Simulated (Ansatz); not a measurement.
# CH5B2ClO2: up Jacob's ladder to CCSD(T)

One table from this session's results is given with a row withheld; the runs are named, their logs left out.

Method: functionals in def2-TZVPP, the program's frozen cores in correlated methods; program: Ansatz 0.2.0, Gaussian basis.

Plan: LDA (SPW92), PBE-D4, revPBE-D4, BLYP-D4, r2SCAN-D4, B97M-V, PBE0-D4, B3LYP-D4, r2SCANh-D4, r2SCAN0-D4, HSE06-D4, BHLYP-D4, CAM-B3LYP-D4, LC-ωPBE, ωB97X-V, ωB97M-V, B2PLYP, PBE-QIDH; CCSD(T)/def2-SVP; CCSD(T)/def2-TZVPP; MP2/def2-QZVPP; extrapolation to the limit; RPA on PBE.

### Structure used throughout

All runs share one geometry, relaxed beforehand with PBE0-D4 in a triple-zeta def2 set.

SMILES `BC(O)OBCl`, 11 atoms, charge 0, spin multiplicity 1.

Atoms are counted from 1 here; the program's logs count them from 0.

Bond lengths: B1–C2 1.545 Å, B1–H7 1.190 Å, B1–H8 1.196 Å, C2–O3 1.499 Å, C2–O4 1.378 Å, C2–H9 1.090 Å, O3–H10 0.964 Å, O4–B5 1.346 Å, B5–Cl6 1.745 Å, B5–H11 1.195 Å. Angles: C2–B1–H7 119.0°, C2–B1–H8 117.9°, H7–B1–H8 122.4°, B1–C2–O3 68.0°, B1–C2–O4 122.0°, B1–C2–H9 123.6°, O3–C2–O4 108.2°, O3–C2–H9 109.6°, O4–C2–H9 112.2°, C2–O3–H10 109.4°, C2–O4–B5 121.2°, O4–B5–Cl6 118.4°, O4–B5–H11 122.0°, Cl6–B5–H11 119.7°.

Set-up of the first run:

Contents of in.yaml:

```yaml
crystal:
  periodic: [false, false, false]
  atoms:
    - {symbol: B, position_ang: [-1.291145, -1.031123, -0.637415]}
    - {symbol: C, position_ang: [-0.207946, 0.021283, -0.309973]}
    - {symbol: O, position_ang: [0.384734, -1.330864, -0.569544]}
    - {symbol: O, position_ang: [0.091348, 0.381872, 0.986190]}
    - {symbol: B, position_ang: [0.931475, 1.399686, 1.250492]}
    - {symbol: Cl, position_ang: [1.254037, 1.795843, 2.918757]}
    - {symbol: H, position_ang: [-1.816645, -1.615495, 0.256426]}
    - {symbol: H, position_ang: [-1.678119, -1.104273, -1.766418]}
    - {symbol: H, position_ang: [0.179449, 0.735620, -1.036828]}
    - {symbol: H, position_ang: [0.772590, -1.346835, -1.451866]}
    - {symbol: H, position_ang: [1.445622, 2.037285, 0.380780]}
basis:
  gaussian: {orbitals: def2-TZVPP}
hamiltonian: {xc: lda}
output: {orbitals: {seedname: orbitals}}
```

Command:

```console
$ ansatz run in.yaml --threads 4 --pin off --events-out ev --progress --plain --max-ram 10444MiB
```

Among the steps run: LDA; PBE-D4 (GGA); revPBE-D4 (GGA); BLYP-D4 (GGA); r2SCAN-D4 (meta-GGA); B97M-V (meta-GGA); B3LYP-D4 (hybrid); r2SCANh-D4 (hybrid); r2SCAN0-D4 (hybrid); HSE06-D4 (hybrid); BHLYP-D4 (hybrid); CAM-B3LYP-D4 (range-separated); LC-ωPBE (range-separated); ωB97X-V (range-separated); ωB97M-V (range-separated); B2PLYP (double hybrid); PBE-QIDH (double hybrid).

One of the session's tables, all rows but one given; the rest of the session is left out.

It belongs to the step «Frontier levels by functional». 

```
  functional  HOMO (eV)  gap (eV)
 LDA (SPW92)      -7.25      5.23
      PBE-D4          ?         ?
   revPBE-D4      -7.03      5.41
     BLYP-D4      -7.00      5.42
   r2SCAN-D4      -7.36      5.98
      B97M-V      -7.46      6.08
     PBE0-D4      -8.50      7.78
    B3LYP-D4      -8.29      7.35
  r2SCANh-D4      -7.89      6.86
  r2SCAN0-D4      -8.68      8.18
    HSE06-D4      -8.09      6.99
    BHLYP-D4      -9.85     10.20
CAM-B3LYP-D4      -9.95     10.36
     LC-ωPBE     -11.31     12.92
     ωB97X-V     -10.94     12.45
     ωB97M-V     -10.84     12.12
```

Q: Estimate the row for PBE-D4 from the others.

The run gave: HOMO (eV): -7.09; gap (eV): 5.36. In the column «HOMO (eV)» it lies between LDA (SPW92) (-7.25) and revPBE-D4 (-7.03).
